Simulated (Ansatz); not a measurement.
# FH3O2Si: two geometries relaxed

All numbers below are computed with Ansatz 0.2.0 (RKS LDA/6-31G*).

## Step 1: The system as given

Bond lengths: O1–Si2 1.620 Å, Si2–O3 1.616 Å, Si2–F4 1.558 Å, O1–H5 1.033 Å, Si2–H6 1.457 Å, O3–H7 0.993 Å. Angles: O1–Si2–O3 107.2°, O1–Si2–F4 108.6°, O1–Si2–H6 110.2°, O3–Si2–F4 105.6°, O3–Si2–H6 112.0°, F4–Si2–H6 113.0°, Si2–O1–H5 112.7°, Si2–O3–H7 117.4°.

Coordinates:

```xyz
7

O    -0.1432    0.3498   -1.3109
Si   -0.1716   -0.3607    0.1445
O     1.3270   -0.2831    0.7445
F    -1.0520    0.4995    1.1002
H    -1.0192    0.8518   -1.5273
H    -0.6400   -1.7353    0.0235
H     1.7603    0.6100    0.7797
```

## Step 2: Relaxing end A

input.yaml reads:

```yaml
crystal:
  periodic: [false, false, false]
  atoms:
    - { symbol: O, position_ang: [-0.1432, 0.3498, -1.3109] }
    - { symbol: Si, position_ang: [-0.1716, -0.3607, 0.1445] }
    - { symbol: O, position_ang: [1.327, -0.2831, 0.7445] }
    - { symbol: F, position_ang: [-1.052, 0.4995, 1.1002] }
    - { symbol: H, position_ang: [-1.0192, 0.8518, -1.5273] }
    - { symbol: H, position_ang: [-0.64, -1.7353, 0.0235] }
    - { symbol: H, position_ang: [1.7603, 0.61, 0.7797] }
basis:
  gaussian: { orbitals: "6-31G*" }
hamiltonian:
  xc: lda
relax:
  f_tol: 0.015
  max_steps: 40
```

Command:

```console
$ ansatz run input.yaml --threads 1 --pin off --max-ram 2048MiB --backend cpu --events-out ev --progress --plain --runs-dir out
```

What time and memory should one allow on 1 thread of Arm Neoverse V2, shared host?

About 12 s, with a peak of 0.13 GiB.
